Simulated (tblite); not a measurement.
# CH12OSi4: the cost of one run

Programs: tblite 0.8.0 and PySCF 2.14.0, with density-fitted response routines of our own. Each step states its level of theory. These are calculated values for one molecule in the gas phase, unless marked as measured. Atoms count from 0, in the outputs and in this text.

## 1. The starting structure

18 atoms, charge 0, multiplicity 1; geometry from: force field or distance geometry start.

Bonds of the start (Å): C0–Si1 1.87, Si1–Si2 2.25, Si2–Si3 2.22, Si3–O4 1.72, O4–Si5 1.72, C0–H6 1.11, C0–H7 1.09, C0–H8 1.11, Si1–H9 1.46, Si1–H10 1.48, Si2–H11 1.47, Si2–H12 1.49, Si3–H13 1.44, Si3–H14 1.49, Si5–H15 1.48, Si5–H16 1.46, Si5–H17 1.47.

## 2. Optimising the geometry with GFN2-xTB

Job settings and geometry (Å):

```
{"job": {"kind": "relax", "xc": "GFN2-xTB", "basis": "xTB"}, "charge": 0, "multiplicity": 1}
C     -3.660700     0.031600     0.284300
Si    -2.049800    -0.427100    -0.541600
Si    -0.445100     0.020500     0.972200
Si     1.375100     0.885800     0.039900
O      2.167300    -0.239200    -0.997000
Si     3.710500    -0.511900    -0.288500
H     -3.534500    -0.184200     1.366700
H     -4.462100    -0.599800    -0.109000
H     -3.848800     1.117300     0.146300
H     -1.886300     0.342300    -1.767700
H     -2.066500    -1.857200    -0.917200
H     -0.143600    -1.172200     1.777400
H     -0.993800     1.037500     1.918400
H      1.146300     2.095700    -0.714100
H      2.286000     1.235000     1.166000
H      3.772700    -1.942800     0.066100
H      4.808100    -0.101400    -1.161100
H      3.816300     0.276500     0.953100
```

Launch:

```console
> OMP_NUM_THREADS=1 python probes_run.py task.json out
```

This one command runs all jobs of the session in turn.

Q: Estimate the wall time of this first job on 1 thread of Arm Neoverse V1, shared host.

About 1.8 s.
